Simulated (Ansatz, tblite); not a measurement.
**The cluster Al₃P₂+: one state, many levels**

The task here is to estimate one member of a computed series from the others.

Method: as each input shows; program: Ansatz 0.2.0, Gaussian basis.

Plan: GFN1-xTB, GFN2-xTB, PBE-D4/def2-TZVP, r2SCAN-D4/def2-TZVP, BLYP-D4/def2-TZVP, B97M-V/def2-TZVP, PBE+10HF/def2-SVP, PBE+15HF/def2-SVP, PBE+40HF/def2-SVP, PBE-D4/def2-SVP, PBE0-D4/def2-SVP, HF/STO-3G, HF/6-31G, B3LYP-D4/6-31G, CCSD(T)/def2-TZVPP, MP2/def2-TZVP, RPA/def2-TZVP.

3 further runs of the same task are left out: 1 that didn't finish, 2 set aside as unsound or not needed. Runs told in other sessions of the task aren't counted.

## The relaxed structure

The singlet was relaxed beforehand with PBE-D4/def2-SVP. At that level it is the lowest of the isomers that a small search found.

5 atoms, charge 1, spin multiplicity 1.

Bond lengths: Al1–P5 2.641 Å, Al2–P4 2.695 Å, Al2–P5 2.702 Å, Al3–P4 2.409 Å, Al3–P5 2.591 Å, P4–P5 2.102 Å. Angles: P4–Al2–P5 45.8°, P4–Al3–P5 49.6°, Al2–P4–Al3 136.4°, Al2–P4–P5 67.2°, Al3–P4–P5 69.7°, Al1–P5–Al2 138.7°, Al1–P5–Al3 64.0°, Al1–P5–P4 113.3°, Al2–P5–Al3 127.2°, Al2–P5–P4 66.9°, Al3–P5–P4 60.7°.

The ion is computed in the gas phase, without counter-ions or solvent.

PBE0-D4/def2-TZVP was run before; its log isn't repeated, and its numbers join the tables.

The first run:

Tight binding, by tblite at 300 K electronic temperature and without a spin-polarisation term:

```python
tblite.interface.Calculator('GFN1-xTB', numbers, positions, charge=1, uhf=0).singlepoint()
```

Tight binding, by tblite at 300 K electronic temperature and without a spin-polarisation term:

```python
tblite.interface.Calculator('GFN2-xTB', numbers, positions, charge=1, uhf=0).singlepoint()
```

start.molden holds the orbitals of an earlier run on this state, given as this run's starting guess.

Input file in.yaml:

```yaml
crystal:
  periodic: [false, false, false]
  atoms:
    - {symbol: Al, position_ang: [-0.946687, 2.391497, -0.311923]}
    - {symbol: Al, position_ang: [2.566665, -1.164827, -0.291060]}
    - {symbol: Al, position_ang: [-2.021331, -0.102369, 0.253405]}
    - {symbol: P, position_ang: [-0.107694, -1.491246, -0.207779]}
    - {symbol: P, position_ang: [0.509048, 0.366944, 0.557358]}
basis:
  gaussian: {orbitals: def2-TZVP, initial_orbitals: start.molden}
total_charge: 1
hamiltonian: {xc: pbe, dispersion: d4}
scf: {omitted_lower_state_checks: [starts]}
output: {forces: true, orbitals: {seedname: orbitals}}
```

Command:

```sh
ansatz run in.yaml --threads 4 --pin off --events-out ev --progress --plain --max-ram 4787MiB
```

Among the steps run: PBE-D4/def2-TZVP; r2SCAN-D4/def2-TZVP; BLYP-D4/def2-TZVP; B97M-V/def2-TZVP; PBE+10HF/def2-SVP; PBE+15HF/def2-SVP; PBE+40HF/def2-SVP; PBE-D4/def2-SVP; PBE0-D4/def2-SVP; HF/STO-3G; HF/6-31G; B3LYP-D4/6-31G; CCSD(T)/def2-TZVPP; MP2/def2-TZVP; RPA/def2-TZVP.

One table of the session follows, with a row left open; its other results are not shown here.

| level | HOMO (eV) | LUMO (eV) | gap (eV) |
| --- | --- | --- | --- |
| HF/STO-3G | -7.30 | 1.24 | 8.53 |
| HF/6-31G | -11.77 | -5.15 | 6.62 |
| PBE-D4/def2-SVP | ? | ? | ? |
| PBE-D4/def2-TZVP | -9.40 | -8.50 | 0.91 |
| BLYP-D4/def2-TZVP | -9.21 | -8.26 | 0.94 |
| r2SCAN-D4/def2-TZVP | -9.53 | -8.54 | 0.99 |
| B97M-V/def2-TZVP | -9.56 | -8.47 | 1.09 |
| B3LYP-D4/6-31G | -10.10 | -8.08 | 2.02 |
| PBE0-D4/def2-SVP | -10.19 | -7.90 | 2.30 |
| PBE0-D4/def2-TZVP | -10.13 | -7.83 | 2.30 |
| PBE+10HF/def2-SVP | -9.75 | -8.29 | 1.46 |
| PBE+15HF/def2-SVP | -9.90 | -8.16 | 1.74 |
| PBE+40HF/def2-SVP | -10.64 | -7.50 | 3.15 |

Estimate the missing values for PBE-D4/def2-SVP.

As computed: HOMO (eV): -9.46; LUMO (eV): -8.55; gap (eV): 0.92. In the column «HOMO (eV)» it lies between r2SCAN-D4/def2-TZVP (-9.53) and PBE-D4/def2-TZVP (-9.40).
